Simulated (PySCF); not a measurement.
# C5H6AsBN2: the cost of one run

Programs: PySCF 2.14.0, with density-fitted response routines of our own. Each step states its level of theory. These are calculated values for one molecule in the gas phase, unless marked as measured. Atoms count from 0, in the outputs and in this text.

**1. The molecule as given**

15 atoms, charge 0, multiplicity 1; geometry from: GFN2-xTB.

Bonds of the start (Å): C0–N1 1.43, N1–C2 1.26, C2–C3 1.41, C3–C4 1.22, C4–B5 1.48, B5–As6 2.02, B5–C7 1.51, C7–N8 1.15, C0–H9 1.10, C0–H10 1.09, C0–H11 1.09, C2–H12 1.09, As6–H13 1.50, As6–H14 1.50.

**2. TDDFT and polarisability: wB97X-D/def2-SVPD**

What the job is given:

```
{"job": {"kind": "uv", "xc": "wB97X-D", "basis": "def2-SVPD", "nstates": 8, "ntriplets": 3}, "charge": 0, "multiplicity": 1}
C     -2.916499     0.420065     0.385278
N     -2.345158     0.847194     1.622559
C     -1.105896     0.748676     1.850421
C     -0.101385     0.238757     0.998117
C      0.743056    -0.219194     0.246413
B      1.787084    -0.728669    -0.676081
As     2.518366     0.398972    -2.182468
C      2.250281    -2.166038    -0.567375
N      2.639285    -3.247164    -0.520062
H     -2.189382     0.059810    -0.353604
H     -3.633716    -0.373091     0.604394
H     -3.475897     1.260247    -0.029807
H     -0.753239     1.093166     2.819649
H      3.945855     0.034339    -1.898084
H      2.632830     1.640920    -1.343884
```

With the program's defaults for keys left out, this is: TDDFT wB97X-D/def2-SVPD, vertical, gas phase, core orbitals frozen in the response.

Run with:

```sh
OMP_NUM_THREADS=1 python probes_run.py task.json out
```

The driver reads the jobs from task.json and runs them one after another.

**Question.** How long does this job take on 1 thread of AMD EPYC, shared host, and how much memory does it need?

About 2.5 min, with a peak of 1.2 GiB.
